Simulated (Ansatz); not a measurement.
**C2H4OSi: a ladder of functionals and wavefunction methods**

An exercise on one series of results from a longer session: the logs are not shown, and one member is left open.

Computed with Ansatz 0.2.0, Gaussian basis. Level: functionals in def2-TZVPP, the program's frozen cores in correlated methods.

The runs, in order: LDA (SPW92), PBE-D4, revPBE-D4, BLYP-D4, r2SCAN-D4, B97M-V, PBE0-D4, B3LYP-D4, r2SCANh-D4, r2SCAN0-D4, HSE06-D4, BHLYP-D4, CAM-B3LYP-D4, LC-ωPBE, ωB97X-V, ωB97M-V, B2PLYP, PBE-QIDH; CCSD(T)/def2-SVP; CCSD(T)/def2-TZVPP; MP2/def2-QZVPP; extrapolation to the limit; RPA on PBE.

**The geometry**

An earlier PBE0-D4 in a triple-zeta def2 set relaxation fixed the geometry.

SMILES `[SiH3]C1=CO1`, 8 atoms, charge 0, spin multiplicity 1.

Atoms are counted from 1 here; the program's logs count them from 0.

Bond lengths: Si1–C2 1.813 Å, Si1–H5 1.484 Å, Si1–H6 1.484 Å, Si1–H7 1.485 Å, C2–C3 1.293 Å, C2–O4 1.753 Å, C3–O4 1.318 Å, C3–H8 1.083 Å. Angles: C2–Si1–H5 110.6°, C2–Si1–H6 110.7°, C2–Si1–H7 105.1°, H5–Si1–H6 109.5°, H5–Si1–H7 110.4°, H6–Si1–H7 110.4°, Si1–C2–C3 174.7°, Si1–C2–O4 126.3°, C3–C2–O4 48.4°, C2–C3–O4 84.4°, C2–C3–H8 145.6°, O4–C3–H8 130.0°, C2–O4–C3 47.2°.

Geometry (Å):

```
atom    x (Å)    y (Å)    z (Å)
 Si1  -0.2183   1.1923  -0.4633
  C2   0.2779  -0.4319   0.1713
  C3   0.5165  -1.6198   0.6229
  O4  -0.7920  -1.7631   0.5680
  H5  -0.9179   1.0543  -1.7645
  H6  -1.1046   1.8841   0.5051
  H7   1.0495   1.9458  -0.6344
  H8   1.2810  -2.3187   0.9393
```

The first run:

Input file in.yaml:

```yaml
crystal:
  periodic: [false, false, false]
  atoms:
    - {symbol: Si, position_ang: [-0.218303, 1.192347, -0.463291]}
    - {symbol: C, position_ang: [0.277902, -0.431923, 0.171325]}
    - {symbol: C, position_ang: [0.516541, -1.619780, 0.622905]}
    - {symbol: O, position_ang: [-0.792007, -1.763058, 0.567968]}
    - {symbol: H, position_ang: [-0.917934, 1.054308, -1.764492]}
    - {symbol: H, position_ang: [-1.104560, 1.884064, 0.505056]}
    - {symbol: H, position_ang: [1.049542, 1.945754, -0.634414]}
    - {symbol: H, position_ang: [1.281019, -2.318714, 0.939343]}
basis:
  gaussian: {orbitals: def2-TZVPP}
hamiltonian: {xc: lda}
output: {orbitals: {seedname: orbitals}}
```

The run is started by

```
ansatz run in.yaml --threads 2 --pin off --events-out ev --progress --plain --max-ram 4352MiB
```

Steps of the session up to this table: LDA; PBE-D4 (GGA); revPBE-D4 (GGA); BLYP-D4 (GGA); r2SCAN-D4 (meta-GGA); B97M-V (meta-GGA); PBE0-D4 (hybrid); B3LYP-D4 (hybrid); r2SCANh-D4 (hybrid); r2SCAN0-D4 (hybrid); HSE06-D4 (hybrid); BHLYP-D4 (hybrid); CAM-B3LYP-D4 (range-separated); LC-ωPBE (range-separated); ωB97X-V (range-separated); ωB97M-V (range-separated); B2PLYP (double hybrid); PBE-QIDH (double hybrid).

One of the session's tables, all rows but one given; the rest of the session is left out.

It belongs to the step «Frontier levels by functional». 

| functional | HOMO (eV) | gap (eV) |
| --- | --- | --- |
| LDA (SPW92) | -5.17 | 2.39 |
| PBE-D4 | -5.01 | 2.48 |
| revPBE-D4 | ? | ? |
| BLYP-D4 | -4.90 | 2.51 |
| r2SCAN-D4 | -5.23 | 2.94 |
| B97M-V | -5.36 | 3.14 |
| PBE0-D4 | -6.30 | 4.88 |
| B3LYP-D4 | -6.09 | 4.42 |
| r2SCANh-D4 | -5.72 | 3.83 |
| r2SCAN0-D4 | -6.46 | 5.17 |
| HSE06-D4 | -5.90 | 4.09 |
| BHLYP-D4 | -7.49 | 7.28 |
| CAM-B3LYP-D4 | -7.67 | 7.43 |
| LC-ωPBE | -9.00 | 9.96 |
| ωB97X-V | -8.64 | 9.53 |
| ωB97M-V | -8.57 | 9.33 |

Q: Estimate the row for revPBE-D4 from the others.

As computed: HOMO (eV): -4.95; gap (eV): 2.52. In the column «HOMO (eV)» it lies between PBE-D4 (-5.01) and BLYP-D4 (-4.90).
